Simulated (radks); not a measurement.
# Exchange and kinetic functionals tested on atomic densities: Cs, Xe, Mo⁺, Ru³⁺, Mg

One table from this session's results is given with a row withheld; the runs are named, their logs left out.

Method: non-relativistic Kohn-Sham, LDA (Slater exchange, Perdew-Wang correlation), spin-polarised, spherical densities, point nucleus; open shells are filled with parallel spins first. Code: radks (a radial shooting solver on a logarithmic mesh, Libxc functionals) version 1.

### Starting point

```
species : Cs ([Xe] 6s1), Xe ([Xe]), Mo⁺ ([Kr] 4d5), Ru³⁺ ([Kr] 4d5), Mg ([Ne] 3s2)
```

The first run:

Settings of this run:

```text
Z 55
configuration [Xe] 6s1
relativity non-relativistic
functional lda,pw
spin polarised
nucleus point
```

Steps of the session up to this table: Cs, [Xe] 6s1.

One table of the session follows, with a row left open; its other results are not shown here.

It belongs to the step «Cs, [Xe] 6s1». Radial moments (bohr):

| level | <r> | outermost maximum (interpolated) | 90 % within | nodes |
| --- | --- | --- | --- | --- |
| 4d up | 0.8322 | 0.718 | 1.26 | 1 |
| 4d down | 0.8321 | 0.718 | 1.26 | 1 |
| 5s up | 1.812 | 1.60 | 2.63 | 4 |
| 5s down | ? | ? | ? | ? |
| 5p up | 2.110 | 1.80 | 3.13 | 3 |
| 5p down | 2.100 | 1.80 | 3.11 | 3 |
| 6s up | 5.676 | 4.84 | 8.37 | 5 |
| 6s down | 5.838 | 4.83 | 8.75 | 5 |

**Question.** Estimate the row for 5s down.

The run gave: <r>: 1.810; outermost maximum (interpolated): 1.60; 90 % within: 2.62; nodes: 4. In the column «<r>» it lies between 4d up (0.8322) and 5s up (1.812).
